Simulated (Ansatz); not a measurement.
# SiC: the cost of one run

Computed with Ansatz 0.2.0 (DFT PBE, scalar-relativistic, plane waves, PAW, unless a step's input says otherwise).

## 1. Starting point

Symmetry: F-43m, No. 216, cubic system. The conventional cell has a = 4.354 Å, b = 4.354 Å, c = 4.354 Å, α = 90.00°, β = 90.00°, γ = 90.00°. Si (site symmetry -43m) is surrounded by 4 C at 1.89 Å. C (site symmetry -43m) has 4 Si at 1.89 Å as nearest neighbours.

As a file:

```cif
data_structure
_symmetry_space_group_name_H-M 'F-43m'
_symmetry_Int_Tables_number 216
_cell_length_a 4.3540
_cell_length_b 4.3540
_cell_length_c 4.3540
_cell_angle_alpha 90.000
_cell_angle_beta 90.000
_cell_angle_gamma 90.000
_cell_volume 82.54
loop_
_atom_site_label
_atom_site_type_symbol
_atom_site_symmetry_multiplicity
_atom_site_Wyckoff_symbol
_atom_site_fract_x
_atom_site_fract_y
_atom_site_fract_z
_atom_site_occupancy
Si1 Si 4 c 0.25000 0.25000 0.25000 1
C1 C 4 a 0.00000 0.00000 0.00000 1
```

The structure comes from the Materials Project (structure only).

(A quick probe on a coarse mesh, which set the mesh and smearing, is not shown.)

## 3. Full relaxation

The input, input.yaml:

```yaml
crystal:
  lattice:
    - [0.0, 2.17699662, 2.17699662]
    - [2.17699662, 0.0, 2.17699662]
    - [2.17699662, 2.17699662, 0.0]
  atoms:
    - { symbol: Si, position: [0.75, 0.75, 0.75] }
    - { symbol: C, position: [0.0, 0.0, 0.0] }
basis:
  ecutwfc: 420
kpoints:
  mp_grid: { grid: [10, 10, 10] }
hamiltonian:
  xc: pbe
scf:
  occupations: { method: gaussian, width: 0.02 }
output:
  forces: true
  stress: true
  eigenvalues: true
  write_density: true
  write_potential: true
  elf: true
  volumetric_format: npy
relax:
  adjacent_minimum: "off"
  f_tol: 0.005
  max_steps: 80
  cell: { stress_tol: 0.05 }
```

Launch:

```console
ansatz run input.yaml --threads 8 --pin off --max-ram 20480MiB --backend cpu --events-out ev --progress --plain --runs-dir out
```

Q: Estimate wall time and peak memory on 8 threads of Intel Xeon at 2.50GHz (Skylake/Cascade Lake), shared host.

About 3.5 s, with a peak of 0.35 GiB.
